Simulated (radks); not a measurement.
# Re⁴⁺ in [Xe] 4f14 5d3: an all-electron calculation

What are the levels of the rhenium ion Re4+, how large are its shells, and how does its energy divide?

Method: scalar-relativistic Kohn-Sham, PBEsol, spin-polarised, spherical densities, finite nucleus; open shells are filled with parallel spins first. Code: radks (a radial shooting solver on a logarithmic mesh, Libxc functionals) version 1.

## Step 1: What is computed

| Quantity | Value |
| --- | --- |
| element | rhenium (Z = 75) |
| charge | +4 |
| electrons | 71 |
| configuration | [Xe] 4f14 5d3 |
| nuclear rms radius | 5.3698 fm |

Outer shells as boxes (Hund's rule):

Re⁴⁺
```
[Xe] core
4f [↑↓][↑↓][↑↓][↑↓][↑↓][↑↓][↑↓]
5d [↑ ][↑ ][↑ ][  ][  ]
```

## Step 2: Self-consistent calculation

Input:

```text
Z 75
configuration [Xe] 4f14 5d3
relativity scalar-relativistic
functional pbe_sol,pbe_sol
spin polarised
nucleus finite rms 5.3698 fm
c 137.035999084
```

Launch:

```console
python run_ks.py task.json out
```

All runs below come from this command, one after another.

**Question.** What will this run give?

As calculated:

| quantity | value |
| --- | --- |
| total energy | -16681.2776 hartree |
| exchange-correlation share of it | 1.94 % |
| −T/E | 1.1046 |
| highest occupied level | 5d up, -46.990 eV |
| most extended occupied level | 5d up, <r> = 1.59 bohr |
| radius at density 0.001 e/bohr³ | 3.16 bohr |
| maxima of the radial density | 4 |
| ionisation energy, NIST | 52 (theory) eV |

**Reading.** The radial density shows 4 maxima for 5 occupied principal shells; where shells overlap, one shows as a shoulder or not at all. Relativity lifts −T/E to 1.105. Minus the highest eigenvalue, 46.990 eV, is 91 % of the tabulated ionisation energy (52 eV). Open shells are spherical and high-spin; term and fine-structure splittings are not resolved. Spin-orbit splitting is averaged out at the scalar-relativistic level.
